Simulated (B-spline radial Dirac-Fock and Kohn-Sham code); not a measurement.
# Inner shells of Tb²⁺

Wanted for terbium as Tb²⁺: its photoionisation cross sections and the widths and yields of its core holes.

Method: a free atom or ion on a radial basis; each step names its model; computed with B-spline radial Dirac-Fock and Kohn-Sham code, version 2.

## Step 1: What is computed

Terbium as Tb²⁺, [Xe] 4f9.

| Quantity | Value |
| --- | --- |
| nuclear charge | 65 |
| electrons | 63 |
| mass number | 159 |
| nuclear rms radius | 5.06 fm |

## Step 2: Photoionisation

Model: independent-particle photoionisation: Dirac-Hartree-Slater potential of the initial state with a Latter tail for bound and continuum orbitals, all multipoles in the length form, thresholds from Dirac-Fock Delta-SCF.

Recorded inputs:

```ini
task = photo
Z = 65
charge = 2
configuration = 1s2 2s2 2p6 3s2 3p6 3d10 4s2 4p6 4d10 4f9 5s2 5p6
mass_number = 159
rms_radius = 5.06  # fm
photon_energy = [60, 80, 81.5, 134.0, 300, 1410.0, 3260.0, 3340.0, 6000, 12000, 38100.0, 40000, 52100.0, 80000, 100000, 151000.0]  # eV
```

Results of the run (chosen fields of its result record, rounded):

```text
{
  "status": "converged",
  "shells": ["K", "L1", "L2", "L3", "M1", "M2", "M3", "M4", "M5", "N1", "N2", "N3", "N4", "N5", "N6", "N7", "O1", "O2", "O3"],
  "occupation": [2.0, 2.0, 2.0, 4.0, 2.0, 2.0, 4.0, 4.0, 6.0, 2.0, 2.0, 4.0, 4.0, 6.0, 3.86, 5.14, 2.0, 2.0, 4.0],
  "threshold [eV]": [52011.6, 8730.78, 8269.67, 7531.7, 1984.07, 1784.79, 1629.97, 1290.98, 1258.07, 422.348, 343.183, 308.997, 177.791, 171.679, 21.0744, 20.2259, 70.1283, 46.4826, 42.0536],
  "sigma [Mb]": [
    ["K", "-", "-", "-", "-", "-", "-", "-", "-", "-", "-", "-", "-", 0.00365, 0.0012, 0.00066, 0.000213],
    ["L1", "-", "-", "-", "-", "-", "-", "-", "-", "-", 0.00806, 0.000709, 0.000633, 0.000337, 0.000116, 6.5e-05, 2.2e-05],
    ["L2", "-", "-", "-", "-", "-", "-", "-", "-", "-", 0.0105, 0.000359, 0.000309, 0.000136, 3.5e-05, 1.72e-05, 4.69e-06],
    ["L3", "-", "-", "-", "-", "-", "-", "-", "-", "-", 0.0169, 0.000483, 0.000412, 0.000173, 4.16e-05, 1.96e-05, 4.94e-06],
    ["M1", "-", "-", "-", "-", "-", "-", 0.0206, 0.0199, 0.00722, 0.00189, 0.000149, 0.000133, 7.05e-05, 2.42e-05, 1.36e-05, 4.61e-06],
    ["M2", "-", "-", "-", "-", "-", "-", 0.0289, 0.0277, 0.00878, 0.00173, 7.17e-05, 6.21e-05, 2.81e-05, 7.54e-06, 3.77e-06, 1.05e-06],
    ["M3", "-", "-", "-", "-", "-", "-", 0.0583, 0.0556, 0.0159, 0.00283, 9.91e-05, 8.51e-05, 3.69e-05, 9.19e-06, 4.41e-06, 1.13e-06],
    ["M4", "-", "-", "-", "-", "-", 0.531, 0.0553, 0.0514, 0.0081, 0.000735, 9.02e-06, 7.44e-06, 2.58e-06, 4.62e-07, 1.89e-07, 3.73e-08],
    ["M5", "-", "-", "-", "-", "-", 0.775, 0.0774, 0.072, 0.0111, 0.00097, 1.1e-05, 9.06e-06, 3.08e-06, 5.29e-07, 2.12e-07, 4.04e-08],
    ["N1", "-", "-", "-", "-", "-", 0.0236, 0.00574, 0.0055, 0.00182, 0.000459, 3.55e-05, 3.17e-05, 1.68e-05, 5.74e-06, 3.23e-06, 1.1e-06],
    ["N2", "-", "-", "-", "-", "-", 0.0276, 0.00675, 0.00645, 0.00192, 0.000377, 1.6e-05, 1.39e-05, 6.33e-06, 1.71e-06, 8.59e-07, 2.4e-07],
    ["N3", "-", "-", "-", "-", "-", 0.0608, 0.013, 0.0123, 0.0034, 0.00061, 2.2e-05, 1.89e-05, 8.25e-06, 2.07e-06, 9.95e-07, 2.57e-07],
    ["N4", "-", "-", "-", "-", 0.208, 0.0684, 0.00886, 0.00828, 0.00147, 0.000147, 1.97e-06, 1.63e-06, 5.75e-07, 1.04e-07, 4.29e-08, 8.53e-09],
    ["N5", "-", "-", "-", "-", 0.353, 0.0986, 0.0123, 0.0115, 0.00199, 0.000193, 2.4e-06, 1.98e-06, 6.81e-07, 1.18e-07, 4.78e-08, 9.17e-09],
    ["N6", 2.36, 2.76, 2.77, 2.4, 0.96, 0.0141, 0.000647, 0.000588, 5.4e-05, 2.53e-06, 1.09e-08, 8.61e-09, 2.35e-09, 2.89e-10, 1e-10, 1.48e-11],
    ["N7", 3.31, 3.78, 3.78, 3.2, 1.25, 0.0179, 0.000813, 0.000739, 6.7e-05, 3.09e-06, 1.28e-08, 1.01e-08, 2.72e-09, 3.26e-10, 1.12e-10, 1.61e-11],
    ["O1", "-", 0.0895, 0.0912, 0.1, 0.0405, 0.00421, 0.000984, 0.000941, 0.000306, 7.69e-05, 5.94e-06, 5.29e-06, 2.8e-06, 9.6e-07, 5.41e-07, 1.83e-07],
    ["O2", 0.828, 0.284, 0.265, 0.0649, 0.0243, 0.00396, 0.000929, 0.000886, 0.000262, 5.15e-05, 2.21e-06, 1.91e-06, 8.73e-07, 2.36e-07, 1.19e-07, 3.32e-08],
    ["O3", 1.04, 0.411, 0.391, 0.163, 0.0667, 0.00817, 0.00171, 0.00163, 0.000447, 8.05e-05, 2.92e-06, 2.51e-06, 1.1e-06, 2.76e-07, 1.33e-07, 3.44e-08]
  ],
  "beta_dipole": [
    ["K", "-", "-", "-", "-", "-", "-", "-", "-", "-", "-", "-", "-", 1.98, 1.96, 1.95, 1.9],
    ["L1", "-", "-", "-", "-", "-", "-", "-", "-", "-", 1.97, 1.97, 1.97, 1.96, 1.95, 1.93, 1.88],
    ["L2", "-", "-", "-", "-", "-", "-", "-", "-", "-", 1.43, 1.11, 1.09, 0.98, 0.791, 0.693, 0.512],
    ["L3", "-", "-", "-", "-", "-", "-", "-", "-", "-", 1.54, 1.16, 1.13, 0.977, 0.694, 0.534, 0.218],
    ["M1", "-", "-", "-", "-", "-", "-", 1.96, 1.96, 1.97, 1.98, 1.97, 1.97, 1.96, 1.94, 1.93, 1.87],
    ["M2", "-", "-", "-", "-", "-", "-", 1.56, 1.57, 1.58, 1.44, 1.05, 1.03, 0.922, 0.748, 0.658, 0.49],
    ["M3", "-", "-", "-", "-", "-", "-", 1.61, 1.62, 1.66, 1.54, 1.08, 1.05, 0.902, 0.635, 0.484, 0.185],
    ["M4", "-", "-", "-", "-", "-", 0.402, 1.25, 1.25, 1.2, 0.956, 0.452, 0.429, 0.306, 0.091, -0.0298, -0.265],
    ["M5", "-", "-", "-", "-", "-", 0.502, 1.22, 1.22, 1.12, 0.867, 0.395, 0.375, 0.26, 0.0543, -0.0694, -0.322],
    ["N1", "-", "-", "-", "-", "-", 1.96, 1.97, 1.97, 1.97, 1.98, 1.97, 1.97, 1.96, 1.94, 1.93, 1.87],
    ["N2", "-", "-", "-", "-", "-", 1.63, 1.68, 1.68, 1.6, 1.43, 1.03, 1.01, 0.909, 0.739, 0.651, 0.485],
    ["N3", "-", "-", "-", "-", "-", 1.62, 1.73, 1.73, 1.68, 1.53, 1.06, 1.03, 0.885, 0.622, 0.473, 0.178],
    ["N4", "-", "-", "-", "-", -0.814, 1.32, 1.34, 1.33, 1.18, 0.924, 0.436, 0.414, 0.292, 0.0798, -0.0376, -0.269],
    ["N5", "-", "-", "-", "-", -0.593, 1.33, 1.28, 1.27, 1.09, 0.832, 0.381, 0.361, 0.246, 0.0426, -0.0775, -0.327],
    ["N6", 0.522, 0.416, 0.412, 0.391, 0.663, 1.07, 0.896, 0.889, 0.712, 0.511, 0.217, 0.194, 0.0724, -0.0905, -0.192, -0.486],
    ["N7", 0.501, 0.408, 0.404, 0.396, 0.676, 1.06, 0.878, 0.871, 0.695, 0.502, 0.234, 0.211, 0.0906, -0.063, -0.155, -0.447],
    ["O1", "-", 1.35, 1.38, 1.8, 1.91, 1.96, 1.97, 1.97, 1.97, 1.98, 1.97, 1.97, 1.96, 1.94, 1.93, 1.87],
    ["O2", 1.8, 1.21, 1.16, -0.0497, 0.774, 1.7, 1.69, 1.69, 1.6, 1.42, 1.03, 1.01, 0.906, 0.737, 0.649, 0.484],
    ["O3", 1.45, 0.445, 0.381, -0.141, 0.848, 1.69, 1.74, 1.74, 1.68, 1.52, 1.05, 1.03, 0.882, 0.619, 0.471, 0.176]
  ]
}
```

Rows start with the subshell; columns follow the photon energies; blanks lie below or just at threshold.

Summed over subshells:

```
hν (eV)  total (kb)  K (%)  L (%)  M (%)  N (%)  O (%)
 60.000        7540      -      -      -   75.3   24.7
 80.000        7320      -      -      -   89.3   10.7
 81.500        7300      -      -      -   89.8   10.2
 134.00        5930      -      -      -   94.5    5.5
 300.00        2900      -      -      -   95.5    4.5
 1410.0        1630      -      -   80.0   19.0    1.0
 3260.0         292      -      -   82.3   16.5    1.2
 3340.0         275      -      -   82.3   16.5    1.3
 6000.0        62.8      -      -   81.3   17.1    1.6
  12000        45.6      -   77.8   17.9    3.9    0.5
  38100        1.98      -   78.3   17.2    3.9    0.6
  40000        1.73      -   78.3   17.2    3.9    0.6
  52100        4.48   81.6   14.4    3.2    0.7    0.1
  80000        1.45   83.1   13.3    2.9    0.7    0.1
 100000       0.790   83.5   12.9    2.8    0.7    0.1
 151000       0.253   84.1   12.5    2.7    0.6    0.1
```

## Step 3: Filling the vacancies

Model: independent-particle rates: relativistic LDA orbitals of the hole state, multipoles to L = 3 (length form), Coulomb Auger matrix elements with a Latter-tail continuum; energies from Dirac-Fock.

Settings, as recorded:

```ini
task = decay
holes = ["K", "L1", "L2", "L3", "M1", "M2", "M3", "M4", "M5", "N1", "N2", "N3", "N4", "N5"]
```

Results of the run (chosen fields of its result record, rounded):

```text
{
  "status": "converged",
  "K": {
    "width_radiative": 21.744,
    "width_radiative_velocity": 22.235,
    "width_nonradiative": 1.4081,
    "coster_kronig": {},
    "radiative": [["L3", 44480.0, 11.241], ["L2", 43742.0, 6.2675], ["M3", 50382.0, 2.2047], ["M2", 50227.0, 1.1352], ["N3", 51703.0, 0.48744], ["N2", 51668.0, 0.2506]],
    "auger": [["L2L3", 36010.0, 0.35034], ["L3L3", 36755.0, 0.15584], ["L1L3", 35588.0, 0.14707], ["L1L2", 34841.0, 0.1336], ["L1L1", 34371.0, 0.09941], ["L2M3", 42040.0, 0.062328]]
  },
  "L1": {
    "width_radiative": 0.43165,
    "width_radiative_velocity": 0.43259,
    "width_nonradiative": 4.406,
    "coster_kronig": {"L2": 1.0285, "L3": 1.6289},
    "radiative": [["M3", 7100.8, 0.19139], ["M2", 6946.0, 0.13526], ["N3", 8421.8, 0.04727], ["N2", 8387.6, 0.032091], ["O3", 8688.7, 0.0066462], ["L3", 1199.1, 0.0056471]],
    "auger": [["L3N5", 1001.2, 0.37582], ["M4M5", 6123.5, 0.30912], ["L3N4", 994.24, 0.29812], ["L3N1", 747.82, 0.25671], ["L2N1", 9.6057, 0.2265], ["M1M5", 5438.2, 0.21114]]
  },
  "L2": {
    "width_radiative": 0.72604,
    "width_radiative_velocity": 0.74053,
    "width_nonradiative": 3.2455,
    "coster_kronig": {"L3": 0.62768},
    "radiative": [["M4", 6978.7, 0.60105], ["N4", 8091.9, 0.10442], ["M1", 6285.6, 0.015547], ["N1", 7847.3, 0.0037682], ["O1", 8199.5, 0.00064406], ["M3", 6639.7, 0.00038304]],
    "auger": [["M4M5", 5662.4, 0.65377], ["M2M3", 4806.6, 0.26307], ["L3N4", 533.13, 0.24536], ["M2M5", 5172.8, 0.23379], ["M3M4", 5297.0, 0.18328], ["L3N2", 365.39, 0.17431]]
  },
  "L3": {
    "width_radiative": 0.66807,
    "width_radiative_velocity": 0.6772,
    "width_nonradiative": 3.1442,
    "coster_kronig": {},
    "radiative": [["M5", 6273.6, 0.49218], ["N5", 7360.0, 0.082414], ["M4", 6240.7, 0.05567], ["M1", 5547.6, 0.021961], ["N4", 7353.9, 0.0092116], ["N1", 7109.4, 0.0052006]],
    "auger": [["M4M5", 4924.5, 0.66162], ["M5M5", 4959.1, 0.43611], ["M3M5", 4595.8, 0.33203], ["M3M4", 4559.0, 0.22716], ["M3M3", 4223.6, 0.20883], ["M2M3", 4068.6, 0.15904]]
  },
  "M1": {
    "width_radiative": 0.014077,
    "width_radiative_velocity": 0.013656,
    "width_nonradiative": 14.552,
    "coster_kronig": {"M2": 3.2988, "M3": 7.5892, "M4": 1.2133, "M5": 1.715},
    "radiative": [["N3", 1675.1, 0.0058672], ["N2", 1640.9, 0.0051087], ["M3", 354.1, 0.0011773], ["O3", 1942.0, 0.00094302], ["O2", 1937.6, 0.00080487], ["M2", 199.28, 9.8357e-05]],
    "auger": [["M3N7", 312.85, 1.9357], ["M3N3", 20.966, 1.771], ["M2N5", 3.3855, 1.6387], ["M3N6", 311.8, 1.534], ["M3N5", 158.49, 1.0548], ["M3N4", 151.96, 0.73475]]
  },
  "M2": {
    "width_radiative": 0.014293,
    "width_radiative_velocity": 0.013944,
    "width_nonradiative": 8.6993,
    "coster_kronig": {"M3": 0.61535, "M4": 6.0121, "M5": 1.2545},
    "radiative": [["N4", 1607.0, 0.0096013], ["M4", 493.8, 0.002465], ["N1", 1362.4, 0.0018521], ["O1", 1714.7, 0.00032666], ["N6", 1763.7, 3.9101e-05], ["N3", 1475.8, 7.6208e-06]],
    "auger": [["M4N7", 452.52, 1.5823], ["M4N6", 451.99, 1.038], ["M4N3", 159.52, 0.94466], ["M5N2", 157.23, 0.83205], ["M4N1", 45.079, 0.74498], ["M4N2", 124.77, 0.72858]]
  },
  "M3": {
    "width_radiative": 0.014629,
    "width_radiative_velocity": 0.014305,
    "width_nonradiative": 8.9234,
    "coster_kronig": {"M4": 1.3176, "M5": 6.6871},
    "radiative": [["N5", 1458.3, 0.0095068], ["N1", 1207.6, 0.0024084], ["N4", 1452.2, 0.0011771], ["M5", 371.91, 0.00099454], ["O1", 1559.8, 0.00041881], ["M4", 338.99, 8.1292e-05]],
    "auger": [["M5N3", 37.905, 1.5715], ["M5N7", 330.88, 1.3701], ["M5N6", 329.68, 1.1444], ["M5N2", 2.4218, 0.97858], ["M4N3", 4.7118, 0.71088], ["M5N5", 176.3, 0.70992]]
  },
  "M4": {
    "width_radiative": 0.0095511,
    "width_radiative_velocity": 0.0097103,
    "width_nonradiative": 1.0669,
    "coster_kronig": {},
    "radiative": [["N6", 1269.9, 0.0085782], ["N2", 947.8, 0.00074895], ["O2", 1244.5, 0.00010553], ["N3", 981.99, 0.00010204], ["O3", 1248.9, 1.4088e-05], ["N4", 1113.2, 1.2747e-06]],
    "auger": [["N4N5", 919.83, 0.23705], ["N3N4", 782.7, 0.13692], ["N4N4", 914.14, 0.11659], ["N6N7", 1230.6, 0.079753], ["N1N4", 669.55, 0.075095], ["N4N7", 1073.0, 0.072816]]
  },
  "M5": {
    "width_radiative": 0.009046,
    "width_radiative_velocity": 0.0091653,
    "width_nonradiative": 1.0939,
    "coster_kronig": {},
    "radiative": [["N7", 1237.8, 0.0078871], ["N3", 949.07, 0.00066121], ["N6", 1237.0, 0.00040435], ["O3", 1216.0, 9.1248e-05], ["N5", 1086.4, 1.36e-06], ["N4", 1080.3, 3.5477e-07]],
    "auger": [["N5N5", 893.41, 0.19138], ["N4N5", 886.92, 0.16772], ["N3N5", 757.63, 0.12736], ["N5N7", 1047.0, 0.095227], ["N1N5", 642.85, 0.080419], ["N2N5", 721.21, 0.07964]]
  },
  "N1": {
    "width_radiative": 0.00041019,
    "width_radiative_velocity": 0.0003639,
    "width_nonradiative": 10.688,
    "coster_kronig": {"N2": 2.1697, "N3": 5.8943, "N4": 0.88932, "N5": 1.0183, "N6": 0.32981, "N7": 0.3139},
    "radiative": [["N3", 113.35, 0.00020911], ["O2", 375.87, 9.704e-05], ["O3", 380.29, 6.9452e-05], ["N2", 79.166, 3.4275e-05], ["N5", 250.67, 1.9978e-07], ["N4", 244.56, 1.1562e-07]],
    "auger": [["N3N7", 73.135, 1.781], ["N3N6", 72.007, 1.4567], ["N3O3", 56.954, 1.0545], ["N2O3", 22.64, 0.96656], ["N3O2", 51.874, 0.80224], ["N3O1", 27.234, 0.79986]]
  },
  "N2": {
    "width_radiative": 0.00079366,
    "width_radiative_velocity": 0.00069573,
    "width_nonradiative": 8.1525,
    "coster_kronig": {"N4": 6.4581, "N5": 1.0079, "N6": 0.36497, "N7": 0.24862},
    "radiative": [["N4", 165.39, 0.00068023], ["O1", 273.05, 0.00011288], ["N6", 322.11, 4.9776e-07], ["O3", 301.13, 5.4927e-08], ["N3", 34.185, 2.5057e-10], ["N5", 171.5, 7.5672e-12]],
    "auger": [["N4N7", 125.21, 3.3023], ["N4N6", 125.34, 1.5727], ["N4O3", 108.81, 0.67203], ["N4O1", 79.189, 0.54105], ["N5N6", 130.54, 0.40111], ["N4O2", 104.02, 0.36999]]
  },
  "N3": {
    "width_radiative": 0.00055589,
    "width_radiative_velocity": 0.00047478,
    "width_nonradiative": 7.8282,
    "coster_kronig": {"N4": 1.117, "N5": 5.9491, "N6": 0.32431, "N7": 0.36029},
    "radiative": [["N5", 137.32, 0.00038151], ["O1", 238.87, 0.00013746], ["N4", 131.21, 3.6509e-05], ["N7", 288.77, 3.008e-07], ["N6", 287.92, 4.9254e-08], ["O2", 262.51, 3.4462e-08]],
    "auger": [["N5N7", 97.891, 1.9722], ["N5N6", 96.359, 1.9028], ["N5O3", 80.785, 0.86964], ["N5O1", 51.107, 0.62412], ["N5O2", 75.795, 0.58029], ["N4N7", 91.028, 0.43541]]
  },
  "N4": {
    "width_radiative": 0.00044109,
    "width_radiative_velocity": 0.00039693,
    "width_nonradiative": 3.1237,
    "coster_kronig": {"N6": 2.9093, "N7": 0.14871},
    "radiative": [["N6", 156.72, 0.00039608], ["O2", 131.31, 3.8993e-05], ["O3", 135.74, 6.0163e-06], ["O1", 107.66, 1.1987e-09], ["N7", 157.57, 3.0678e-12], ["N5", 6.112, 1.2729e-12]],
    "auger": [["N6N7", 117.4, 1.5661], ["N6N6", 116.54, 0.50619], ["N6O3", 100.26, 0.34958], ["N6O1", 70.727, 0.27329], ["N6O2", 95.454, 0.21419], ["N7O2", 96.211, 0.074062]]
  },
  "N5": {
    "width_radiative": 0.00040535,
    "width_radiative_velocity": 0.00036237,
    "width_nonradiative": 3.0855,
    "coster_kronig": {"N6": 1.3164, "N7": 1.697},
    "radiative": [["N7", 151.45, 0.00035145], ["O3", 129.63, 3.6645e-05], ["N6", 150.6, 1.7254e-05], ["O1", 101.55, 1.0064e-09], ["O2", 125.2, 2.1358e-13]],
    "auger": [["N6N7", 111.29, 1.1649], ["N7N7", 112.14, 0.8385], ["N7O3", 95.03, 0.33356], ["N7O1", 65.463, 0.27122], ["N7O2", 90.099, 0.25377], ["N6O3", 94.146, 0.066488]]
  }
}
```

All in eV. For each hole the six strongest lines (shell, energy, width) and Auger groups (final holes, energy, width) are shown.

Widths (eV), yields and lifetimes:

```
      hole  radiative   Auger  Coster-Kronig  total     yield  lifetime (fs)
    K (1s)       21.7    1.41              0   23.2     0.939         0.0284
   L1 (2s)      0.432    1.75           2.66   4.84    0.0892          0.136
L2 (2p1/2)      0.726    2.62          0.628   3.97     0.183          0.166
L3 (2p3/2)      0.668    3.14              0   3.81     0.175          0.173
   M1 (3s)     0.0141   0.736           13.8   14.6  9.66e-04         0.0452
M2 (3p1/2)     0.0143   0.817           7.88   8.71   0.00164         0.0755
M3 (3p3/2)     0.0146   0.919           8.00   8.94   0.00164         0.0736
M4 (3d3/2)    0.00955    1.07              0   1.08   0.00887          0.611
M5 (3d5/2)    0.00905    1.09              0   1.10   0.00820          0.597
   N1 (4s)   4.10e-04  0.0725           10.6   10.7  3.84e-05         0.0616
N2 (4p1/2)   7.94e-04  0.0729           8.08   8.15  9.73e-05         0.0807
N3 (4p3/2)   5.56e-04  0.0775           7.75   7.83  7.10e-05         0.0841
N4 (4d3/2)   4.41e-04  0.0657           3.06   3.12  1.41e-04          0.211
N5 (4d5/2)   4.05e-04  0.0720           3.01   3.09  1.31e-04          0.213
```

Emission lines that fill the K hole:

```
  Kα2 43741.9      55.8 #############################
  Kα1 44479.9       100 ################################
  Kβ3 50226.8      10.1 #####################
  Kβ1 50381.6      19.6 ########################
Kβ2'' 51668.4      2.23 #############
 Kβ2' 51702.6      4.34 ################
 K-O2 51965.1     0.315 ###
 K-O3 51969.5     0.598 #######
```
(bars on a logarithmic scale, % of the strongest)

## Step 4: Results

| quantity | value |
| --- | --- |
| total at 1410.0 eV | 1630 kb |
| strongest subshell at 1410.0 eV | M5 (3d5/2), 775 kb, β = 0.50 |
| K hole: width, yield | 23.2 eV, 0.939 |
| its lifetime | 0.0284 fs |
| its strongest line | Kα1 (K-L3), 44479.9 eV |

At 1410.0 eV, M5 (3d5/2) gives 47 % of the photoabsorption; at 151000 eV the K shell gives 84 %. Under 200 eV, coupling between channels can change such values by tens of per cent. With a yield of 0.94, X-ray emission is the main way out for the K hole, in 0.028 fs. Coster-Kronig decay rules L1, M1, M2, M3, N1, N2, N3, N4 and N5, where this model's widths can be far from the measured ones. The Hartree-Fock and Dirac-Fock values hold no electron correlation.
